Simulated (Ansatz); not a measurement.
Consider a comparison of functionals at one structure of HfOs3, space group Pm-3m (Ansatz's Python interface).

Contents of `hfos3.cif`:
```cif
data_HfOs3
_cell_length_a 3.973561
_cell_length_b 3.973561
_cell_length_c 3.973561
_cell_angle_alpha 90.00000
_cell_angle_beta 90.00000
_cell_angle_gamma 90.00000
_symmetry_space_group_name_H-M 'P 1'
_symmetry_Int_Tables_number 1
loop_
_symmetry_equiv_pos_as_xyz
'x, y, z'
loop_
_atom_site_label
_atom_site_type_symbol
_atom_site_fract_x
_atom_site_fract_y
_atom_site_fract_z
Hf1 Hf    0.000000    0.000000    0.000000
Os2 Os    0.500000    0.500000    0.000000
Os3 Os    0.500000    0.000000    0.500000
Os4 Os    0.000000    0.500000    0.500000
```

`run_xc.py`
```python
# -*- coding: utf-8 -*-
"""Functional comparison for HfOs3 (totals differ with the potentials too)."""

import csv
import warnings

import ansatz as az
from ase.io import read


def main():
    warnings.simplefilter("ignore", az.DeckWarning)

    atoms = read("hfos3.cif")
    crystal = az.Crystal.from_ase(atoms)

    calculation = (
        crystal.calculation()
        .kpoints(length=22)
        .occupations("fermi_dirac")
        .stress()
        .band_table()
    )

    rows = []
    for value in ["pbe", "r2scan", "blyp"]:
        data = calculation.functional(value).run(threads=1).report
        rows.append((value, data["free_energy_ev"] / len(data["lattice"]["sites"]), data["n_iterations"], sum(data["stress_gpa"][i][i] for i in range(3)) / 3, data["gap_by_band_count_ev"], data["n_kpoints"]))

    with open("xc.csv", "w", newline="") as handle:
        writer = csv.writer(handle)
        writer.writerow(["functional", "F/atom (eV)", "iterations", "P (GPa)", "gap by band count (eV)", "k-points"])
        writer.writerows([round(v, 5) if isinstance(v, float) else v for v in row] for row in rows)
    print(open("xc.csv").read())


if __name__ == "__main__":
    main()
```

Which functional puts this cell under the lowest pressure, and which under the highest?

From lowest to highest: r2SCAN (-4.5 GPa), PBE (0.9 GPa) and BLYP (12.6 GPa). At a fixed cell a lower pressure usually means a smaller equilibrium volume, so r2SCAN prefers the smallest cell and BLYP the largest.

What the script printed:

`python run_xc.py` gives:
```text
functional,F/atom (eV),iterations,P (GPa),gap by band count (eV),k-points
pbe,-12468.83486,7,0.85789,-4.02347,20
r2scan,-12481.59017,8,-4.52979,-4.09396,20
blyp,-12493.45626,7,12.58015,-3.87211,20
```

Notes:
- No spin polarisation was allowed.
- BLYP can be off by several per cent in the lattices of metals, and by several GPa in the pressure at a fixed cell.
- For a metal this k-point mesh is coarse: on a finer one energies can move by several to tens of meV an atom and pressures by half a GPa or more, differences at one mesh by less.
- A gap by band count of zero or less means overlapping bands, a metal.
- Pressure is positive in compression.
- This cell is a computed structure, which may not be the phase found in nature.
- Levels are Kohn-Sham eigenvalues on this mesh, without spin-orbit coupling.
- Total energies of different functionals can't be compared; pressures, moments and gaps at this one structure can.
- Cost: of the order of 6 core-seconds.

(A comment or docstring line of the script was reworded after the run, the code is as it ran; lines on the test bed's own set-up are left out of the output.)
